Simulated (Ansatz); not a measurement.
Ca3Y, space group Pm-3m, a test of the smearing width

Computed with Ansatz 0.2.0, Python API.

The cells in order, each with its output:

In [1]:
```python
import ansatz as az
```

In [2]:
```python
ca3y = (
    az.Lattice.cubic(5.412807)
    .space_group(221)
    .atom("Ca", (0.0, 0.5, 0.5))
    .atom("Y", (0.0, 0.0, 0.0))
)
```

In [3]:
```python
ca3y.resolved().tree()["lattice"]
```
Out [3]:
```text
((5.412807, 0.0, 0.0), (3.314388383476194e-16, 5.412807, 0.0),
 (3.314388383476194e-16, 3.314388383476194e-16, 5.412807))
```

In [4]:
```python
job = (
    ca3y.calculation()
    .basis(470)
    .functional("PBEsol")
    .pseudopotentials("paw")
    .kpoints(5)
)
```

In [5]:
```python
rows = []
for value in [0.5, 0.3, 0.2, 0.1]:
    data = job.occupations("methfessel_paxton", width=value).run(threads=1).report
    rows.append((value, data["free_energy_ev"] / len(data["lattice"]["sites"]), data["n_iterations"], data["n_kpoints"]))
```

In [6]:
```python
print("  width (eV)   F/atom (eV)    iterations      k-points")
for row in rows:
    print(f"{str(row[0]):>12s}  {row[1]:12.5f}  {row[2]:12d}  {row[3]:12d}")
```
```text
  width (eV)   F/atom (eV)    iterations      k-points
         0.5   -2293.92956             6            10
         0.3   -2293.92545             6            10
         0.2   -2293.92460             6            10
         0.1   -2293.92435             6            10
```

In [7]:
```python
# the last row is the reference
for row in rows[:-1]:
    shift = 1000 * (row[1] - rows[-1][1])
    print(f"{row[0]}: {shift:+.2f} meV/atom" + ("  (within 5 meV)" if abs(shift) < 5 else ""))
```
```text
0.5: -5.21 meV/atom
0.3: -1.10 meV/atom  (within 5 meV)
0.2: -0.25 meV/atom  (within 5 meV)
```

Going from 0.1 to 0.5 eV changes F by -5.2 meV an atom. This scheme is built to cancel the term in the square of the width, so the shifts stay small and are partly the mesh's error.

Spin is left out of this run. The mesh is modest for a metal, so energies can be off by several to tens of meV an atom and pressures by half a GPa or more; differences at equal mesh fare better. The free energy holds a sizeable smearing term, which stands for no physical temperature. The narrowest width needs the finest mesh, so the last row is no converged reference. The structure comes from a database of computed cells and needn't be a stable or known phase. Wall time of the script: 5.2 s on 1 thread of Intel(R) Xeon(R) 6975P-C (Granite Rapids), on a shared host, peak memory 0.45 GiB.
